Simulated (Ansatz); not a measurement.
# C₂H₅FSSi: up Jacob's ladder to CCSD(T)

Aim: compute C₂H₅FSSi with functionals from several rungs and with coupled cluster. The yardstick is the atomisation energy at the CCSD(T) limit.

Computed with Ansatz 0.2.0, Gaussian basis. Level: functionals in def2-TZVPP, the program's frozen cores in correlated methods.

Plan: PBE-D4, r2SCAN-D4, PBE0-D4, B3LYP-D4, ωB97X-V, ωB97M-V, B2PLYP; CCSD(T)/def2-TZVPP; MP2/def2-QZVPP; extrapolation to the limit.

### Step 1. The geometry

An earlier PBE0-D4 in a triple-zeta def2 set relaxation fixed the geometry.

SMILES `C[Si@H]1S[C@H]1F`, 10 atoms, charge 0, spin multiplicity 1.

Atoms are counted from 1 here; the program's logs count them from 0.

Bond lengths: C1–Si2 1.852 Å, C1–H6 1.092 Å, C1–H7 1.091 Å, C1–H8 1.093 Å, Si2–S3 2.100 Å, Si2–C4 1.854 Å, Si2–H9 1.482 Å, S3–C4 1.843 Å, C4–F5 1.371 Å, C4–H10 1.086 Å. Angles: Si2–C1–H6 110.8°, Si2–C1–H7 109.6°, Si2–C1–H8 110.3°, H6–C1–H7 108.7°, H6–C1–H8 108.2°, H7–C1–H8 109.0°, C1–Si2–S3 119.9°, C1–Si2–C4 118.5°, C1–Si2–H9 114.6°, S3–Si2–C4 55.1°, S3–Si2–H9 117.1°, C4–Si2–H9 119.1°, Si2–S3–C4 55.7°, Si2–C4–S3 69.2°, Si2–C4–F5 118.9°, Si2–C4–H10 125.0°, S3–C4–F5 114.5°, S3–C4–H10 112.7° and more.

Geometry (Å):

```xyz
10
C2H5FSSi
C    -1.14981   -0.96741    0.43509
Si    0.58515   -0.34938    0.23844
S     1.36029   -0.00161   -1.68153
C     0.84878    1.32603   -0.51080
F    -0.24216    2.05123   -0.91493
H    -1.19941   -2.04569    0.26880
H    -1.79919   -0.47101   -0.28752
H    -1.51506   -0.75992    1.44433
H     1.53207   -0.83381    1.27029
H     1.66255    2.00047   -0.25927
```

### Step 2. PBE-D4 (GGA)

in.yaml

```yaml
crystal:
  periodic: [false, false, false]
  atoms:
    - {symbol: C, position_ang: [-1.149810, -0.967408, 0.435090]}
    - {symbol: Si, position_ang: [0.585151, -0.349377, 0.238440]}
    - {symbol: S, position_ang: [1.360289, -0.001611, -1.681527]}
    - {symbol: C, position_ang: [0.848776, 1.326028, -0.510800]}
    - {symbol: F, position_ang: [-0.242161, 2.051230, -0.914934]}
    - {symbol: H, position_ang: [-1.199413, -2.045695, 0.268804]}
    - {symbol: H, position_ang: [-1.799191, -0.471007, -0.287518]}
    - {symbol: H, position_ang: [-1.515062, -0.759918, 1.444329]}
    - {symbol: H, position_ang: [1.532074, -0.833809, 1.270287]}
    - {symbol: H, position_ang: [1.662548, 2.000466, -0.259269]}
basis:
  gaussian: {orbitals: def2-TZVPP}
hamiltonian: {xc: pbe, dispersion: d4}
output: {forces: true, orbitals: {seedname: orbitals}}
```

Started as:

```bash
> ansatz run in.yaml --threads 4 --pin off --events-out ev --progress --plain --max-ram 10444MiB
```

After this run come: r2SCAN-D4 (meta-GGA); PBE0-D4 (hybrid); B3LYP-D4 (hybrid); ωB97X-V (range-separated); ωB97M-V (range-separated); B2PLYP (double hybrid); CCSD(T) in def2-TZVPP; MP2 in def2-QZVPP.

**Question.** What will the summary of the whole plan be? Wanted: atomisation energy, CCSD(T)/CBS; farthest; mean size of error, hybrid; mean size of error, range-separated; gap, smallest and largest; T1 diagnostic; triples share of the correlation energy.

As calculated:

```
                               quantity                                 value
        atomisation energy, CCSD(T)/CBS                         3629.8 kJ/mol
 functionals within 18.1 kJ/mol (0.5 %)                              B3LYP-D4
                               farthest                 PBE-D4 (+94.6 kJ/mol)
             mean size of error, hybrid                           17.7 kJ/mol
    mean size of error, range-separated                           22.8 kJ/mol
              gap, smallest and largest  5.10 eV (PBE-D4), 11.52 eV (ωB97X-V)
                          T1 diagnostic                                0.0128
triples share of the correlation energy                                 4.1 %
```

PBE-D4 misses by +94.6 kJ/mol. Double hybrids carry the basis error of their MP2 part in triple zeta, and no dispersion term here, so their miss is partly the set-up's. The reference freezes the cores and leaves out relativity and excitations past (T), so misses under about 18.1 kJ/mol can't be ranked. Hartree-Fock recovers 72 % of the binding; the rest is correlation. The gap grows from 5.1 to 11.5 eV across the functionals, mostly with the share of exact exchange.
